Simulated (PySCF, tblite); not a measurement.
# C₂H₆O₃SSi: geometry, infrared bands and NMR shifts

What infrared bands and NMR shifts should C₂H₆O₃SSi (`C[Si@](O)(S)OC=O`) show?

The runs use tblite 0.8.0 and PySCF 2.14.0, with density-fitted response routines of our own; the level of theory stands in each step. All values are computed, except where a source is named. Atoms count from 0, in the outputs and in this text.

## 1. The molecule as given

13 atoms, charge 0, multiplicity 1; geometry from: force field or distance geometry start.

Bonds of the start (Å): C0–Si1 1.85, Si1–O2 1.67, Si1–S3 2.14, Si1–O4 1.66, O4–C5 1.34, C5–O6 1.22, C0–H7 1.10, C0–H8 1.09, C0–H9 1.10, O2–H10 0.96, S3–H11 1.33, C5–H12 1.09.

## 2. Optimising the geometry with GFN2-xTB

Job settings and geometry (Å):

```
{"job": {"kind": "relax", "xc": "GFN2-xTB", "basis": "xTB"}, "charge": 0, "multiplicity": 1}
C     -1.488900    -0.548700     0.726500
Si    -0.296100     0.420400    -0.299900
O      0.403500     1.673200     0.544900
S     -1.345700     1.304200    -1.939600
O      0.907300    -0.525000    -0.930100
C      1.883400    -1.062000    -0.186000
O      2.044300    -0.922800     1.017200
H     -2.294300     0.099400     1.109600
H     -1.001000    -1.006300     1.592900
H     -1.962200    -1.351400     0.149700
H      0.981100     1.405700     1.265100
H     -0.387100     2.168400    -2.251100
H      2.551200    -1.654700    -0.816900
```

Command:

```bash
$ OMP_NUM_THREADS=1 python probes_run.py task.json out
```

This one command runs all jobs of the session in turn.

**Question.** This job is followed by: GFN2-xTB harmonic vibrations, gas phase; GIAO PBE0/pcSseg-1 NMR shielding, non-relativistic, gas phase. Predict these results of the whole session: strongest single infrared mode (GFN2-xTB); zero-point energy (GFN2-xTB); 13C shifts against TMS (PBE0/pcSseg-1); 1H shifts against TMS (PBE0/pcSseg-1, means over atoms taken as alike); 29Si shifts against TMS (PBE0/pcSseg-1); 17O shifts against H2O (PBE0/pcSseg-1); 33S shifts against CS2 (PBE0/pcSseg-1); surface potential, 1st and 99th percentile.

The runs gave:

```
                                                              quantity                       value
                             strongest single infrared mode (GFN2-xTB)       1762 cm⁻¹, 531 km/mol
                                          zero-point energy (GFN2-xTB)               51.7 kcal/mol
                                13C shifts against TMS (PBE0/pcSseg-1)              166.7, 3.5 ppm
1H shifts against TMS (PBE0/pcSseg-1, means over atoms taken as alike)  8.06, 3.88, 1.19, 0.54 ppm
                               29Si shifts against TMS (PBE0/pcSseg-1)                     7.6 ppm
                                17O shifts against H2O (PBE0/pcSseg-1)      442.7, 252.4, 73.4 ppm
                                33S shifts against CS2 (PBE0/pcSseg-1)                    -196 ppm
                                 surface potential, 1st and 99th percentile          -1.23 V and 1.63 V
```

**Reading.** Relaxing lowered the energy by 0.151 eV in 93 steps; the close pair that moved most is Si1–O2, from 1.665 to 1.618 Å. The lowest mode is imaginary (45i cm⁻¹), so the xTB geometry is not a minimum. The strongest single mode, at 1762 cm⁻¹, moves mainly C5 and O6. Unscaled tight-binding wavenumbers are off by several per cent, some by more. Its intensities can rank the bands wrongly. At PBE0/pcSseg-1: The largest span, 614 ppm, is at O6, where the paramagnetic term is -510 ppm. At PBE0/pcSseg-1, counted by nearest atom on the grid, the HOMO lies on S3 80 %; H11 10 %, the LUMO on C5 43 %; O6 26 %.
